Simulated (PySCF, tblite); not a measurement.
**C₅H₃F₄O radical: geometry, infrared bands and EPR parameters**

Aim: predict the infrared bands and EPR parameters of C₅H₃F₄O radical (`[H]/[C]=C/O/C(F)=C/C(F)(F)F`).

The runs use tblite 0.8.0 and PySCF 2.14.0, with density-fitted response routines of our own; the level of theory stands in each step. All values are computed, except where a source is named. Atoms count from 0, in the outputs and in this text.

### 1 The starting structure

13 atoms, charge 0, multiplicity 2; geometry from: force field or distance geometry start.

Bonds of the start (Å): C0–C1 1.34, C1–O2 1.37, O2–C3 1.39, C3–F4 1.37, C3–C5 1.34, C5–C6 1.49, C6–F7 1.39, C6–F8 1.38, C6–F9 1.38, C0–H10 1.09, C1–H11 1.07, C5–H12 1.10.

### 2 Geometry optimisation with GFN2-xTB

Job settings and geometry (Å):

```
{"job": {"kind": "relax", "xc": "GFN2-xTB", "basis": "xTB"}, "charge": 0, "multiplicity": 2}
C      2.946200    -0.541400     0.293200
C      2.181700     0.543900     0.092200
O      1.287100     0.597800    -0.939800
C      0.106800    -0.131300    -0.840300
F      0.144200    -1.487900    -1.025100
C     -1.045400     0.482600    -0.531300
C     -2.324500    -0.278400    -0.403200
F     -2.774900    -0.112400     0.901400
F     -2.152300    -1.632800    -0.589300
F     -3.221500     0.182500    -1.344400
H      3.655100    -0.589100     1.121300
H      2.250600     1.394300     0.746100
H     -1.057500     1.572800    -0.359900
```

The run is started by

```bash
> OMP_NUM_THREADS=1 python probes_run.py task.json out
```

The driver reads the jobs from task.json and runs them one after another.

**Question.** This job is followed by: GFN2-xTB harmonic vibrations, gas phase; UKS B3LYP, pcH-1 on C F H O, non-relativistic, mean-field spin-orbit, GIAO. What will the session give for the following? strongest single infrared mode (GFN2-xTB); zero-point energy (GFN2-xTB); g(iso) (B3LYP); ⟨S²⟩; largest a(iso) (averaged by class); surface potential, 1st and 99th percentile.

**Answer**, as computed:

| quantity | value |
| --- | --- |
| strongest single infrared mode (GFN2-xTB) | 1072 cm⁻¹, 480 km/mol |
| zero-point energy (GFN2-xTB) | 43.0 kcal/mol |
| g(iso) (B3LYP) | 2.00224 |
| ⟨S²⟩ | 0.759 (exact 0.75) |
| largest a(iso) (averaged by class) | 13C on C0, 277.4 MHz |
| surface potential, 1st and 99th percentile | -0.83 V and 1.61 V |

**Reading.** Relaxing lowered the energy by 0.999 eV in 102 steps; the close pair that moved most is O2–C3, from 1.391 to 1.321 Å. No mode is imaginary among the 33: a minimum at this level. The strongest single mode, at 1072 cm⁻¹, has its largest shares on C6, F9 and O2 (the list is cut at 3 atoms). GFN2-xTB is a fitted tight-binding method: band positions and strengths are rough. Its intensities can rank the bands wrongly. C0 carries the largest spin population, 1.04 e. The isotropic g lies 0.1 ppt below the free-electron value.
